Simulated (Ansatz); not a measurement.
# CaZn₃, space group Pm-3m: a scan of one input key

Program: Ansatz's Python interface.

Contents of `cazn3.extxyz`:
```text
4
Lattice="4.334836 0.0 0.0 0.0 4.334836 0.0 0.0 0.0 4.334836" Properties=species:S:1:pos:R:3 pbc="T T T"
Ca    0.00000000    0.00000000    0.00000000
Zn    2.16741800    2.16741800    0.00000000
Zn    2.16741800    0.00000000    2.16741800
Zn    0.00000000    2.16741800    2.16741800
```

Script `edit.py`:
```python
import ansatz as az

FUNCTIONAL = "r2scan"
OCCUPATIONS = "fermi_dirac"
WIDTH_EV = 0.1
KSPACING = 0.29

cazn3 = az.Crystal.from_extxyz("cazn3.extxyz")

model = (
    cazn3.calculation()
    .functional(FUNCTIONAL)
    .occupations(OCCUPATIONS, width=WIDTH_EV)
    .kpoints(spacing=KSPACING)
    .band_table()
)
typed = model.input()
rows = []
for value in [0.1, 0.3, 0.6]:
    edited = typed.set(az.key.scf.mixing.beta, value)
    rep = az.Session.from_dict(edited).plan().execute().report
    rows.append((value, rep["free_energy_ev"], rep["n_iterations"], len(rep["eigenvalues_ev"][0]) if "eigenvalues_ev" in rep else 0))
lines = [",".join(["beta", "F eV", "iterations", "bands listed"])] + [",".join(f"{v:.4f}" if isinstance(v, float) else str(v) for v in row) for row in rows]
print("\n".join(lines))
with open("edit.csv", "w") as handle:
    handle.write("\n".join(lines) + "\n")
print(edited.to_yaml())
```

```console
$ python edit.py
DeckWarning: basis.ecutwfc = 500 eV, auto-derived from the records' recommended cutoffs: set by Ca (their level for a meta-GGA)
beta,F eV,iterations,bands listed
0.1000,-11798.9076,9,28
0.3000,-11798.9076,8,28
0.6000,-11798.9076,8,28
crystal:
  lattice:
    - [4.334836, 0.0, 0.0]
    - [0.0, 4.334836, 0.0]
    - [0.0, 0.0, 4.334836]
  atoms:
    - { symbol: Ca, position: [0.0, 0.0, 0.0] }
    - { symbol: Zn, position: [0.5, 0.5, 0.0] }
    - { symbol: Zn, position: [0.5, 0.0, 0.5] }
    - { symbol: Zn, position: [0.0, 0.5, 0.5] }
kpoints:
  mp_grid:
    kspacing: 0.29
hamiltonian:
  xc: r2scan
scf:
  occupations:
    method: fermi_dirac
    width: 0.1
  mixing:
    beta: 0.6
output:
  eigenvalues: true
```
(Warnings from the package without file and line, repeats left out.)

Absolute energies stand on the zero of these potentials, so only differences at equal settings mean something. A total without «per atom» is that of the cell as typed. The mesh is modest for a metal, so energies can be off by several to tens of meV an atom and pressures by half a GPa or more; differences at equal mesh fare better. This cell is a computed structure, which may not be the phase found in nature. Hardware and time: 12 s on 1 thread of Arm Neoverse V1 (shared host), peak memory 0.49 GiB.

(Lines on the test bed's own set-up are left out of the output.)
